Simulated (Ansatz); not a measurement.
AsClGeH4O, SMILES O[AsH][GeH2][Cl], a single point in a Gaussian basis

Computed with Ansatz 0.2.0, Python API.

The cells in order, each with its output:

**Cell 1**
```python
import ansatz as az
import numpy as np

asclgeh4o = (
    az.Crystal.molecule()
    .atom("O", (-0.2115, 1.7947, -0.6737))
    .atom("As", (-0.5123, 1.0258, 0.9449))
    .atom("Ge", (0.178, -1.0954, 0.0845))
    .atom("Cl", (-1.2395, -1.89, -1.216))
    .atom("H", (-1.1017, 1.6669, -1.1945))
    .atom("H", (0.9369, 1.4073, 1.4171))
    .atom("H", (1.5564, -0.9117, -0.6913))
    .atom("H", (0.4858, -2.0548, 1.2732))
)
```

**Cell 2**
```python
calc = (
    asclgeh4o.calculation()
    .basis(gaussian="6-31G*")
    .functional("cam_b3lyp")
    .forces()
)
result = calc.run(threads=1)
r = result.report

r["published_state_doubts"]
```
Output:
```text
[]
```

**Cell 3**
```python
for key in ("converged", "free_energy_ev", "reference_energy_ev", "n_frozen", "n_occupied", "n_virtual"):
    print(f"{key:22s} {r[key]}")
```
Output:
```text
converged              True
free_energy_ev         -131985.4094610704
reference_energy_ev    -131985.4094610704
n_frozen               0
n_occupied             [47, 47]
n_virtual              [65, 65]
```

**Cell 4**
```python
field = r["mean_field"]
print("<S^2> =", round(abs(field["state"]["spin_squared"]), 4), " relativity:", field["relativity"])
print("passes:", field["passes"])
if "symmetry" in field:
    print("occupied orbitals by irrep:", field["symmetry"]["occupied"])
```
Output:
```text
<S^2> = 0.0  relativity: none
passes: {'evaluations': 15, 'products': 13}
occupied orbitals by irrep: [{'A': 47}, {'A': 47}]
```

**Cell 5**
```python
symbols = [site.symbol for site in asclgeh4o.cartesian_sites]
print("forces (eV/A)")
for symbol, f in zip(symbols, r["forces_ev_ang"]):
    print(f"  {symbol:2s} {f[0]:9.4f} {f[1]:9.4f} {f[2]:9.4f}")
```
Output:
```text
forces (eV/A)
  O    -2.5970   -0.0893   -1.7366
  As    0.4321    0.5714    0.4173
  Ge    2.7209    0.3138    1.2604
  Cl   -1.1665   -0.6262   -0.9900
  H     2.3693    0.5022    1.2485
  H    -0.6521   -0.3954   -0.1064
  H    -0.8364   -0.1345    0.1884
  H    -0.2703   -0.1419   -0.2817
```

**Cell 6**
```python
charges = r["charge_distribution"]
dipole = np.array(charges["dipole_moment_e_ang"]) * 4.803205
print("dipole (D): {:.3f} {:.3f} {:.3f}, length {:.3f}".format(*dipole, np.linalg.norm(dipole)))
print("atom  Mulliken   Lowdin")
for symbol, m, l in zip(symbols, charges["mulliken_charges_e"], charges["lowdin_charges_e"]):
    print(f"{symbol:4s} {m:9.3f} {l:8.3f}")
```
Output:
```text
dipole (D): -0.220 0.158 1.238, length 1.268
atom  Mulliken   Lowdin
O       -0.669   -0.368
As       0.337    0.156
Ge       0.012   -0.333
Cl      -0.157    0.152
H        0.399    0.321
H        0.014    0.043
H        0.041    0.019
H        0.023    0.010
```

What to keep in mind:
- Total energies depend on the basis set; only differences at equal settings carry meaning.
- The geometry is a force-field or estimated start, not a minimum of this method, and the basis set is short of its limit.
- The Löwdin charges here are taken after orthogonalising the functions within each atom; they differ from plain Löwdin charges, and their signs can be unphysical.
- The whole script took 9.5 s on 1 thread of Arm Neoverse V2, with other jobs on the host, peak memory 0.39 GiB.

(Lines on the test bed's own set-up are left out of the output.)
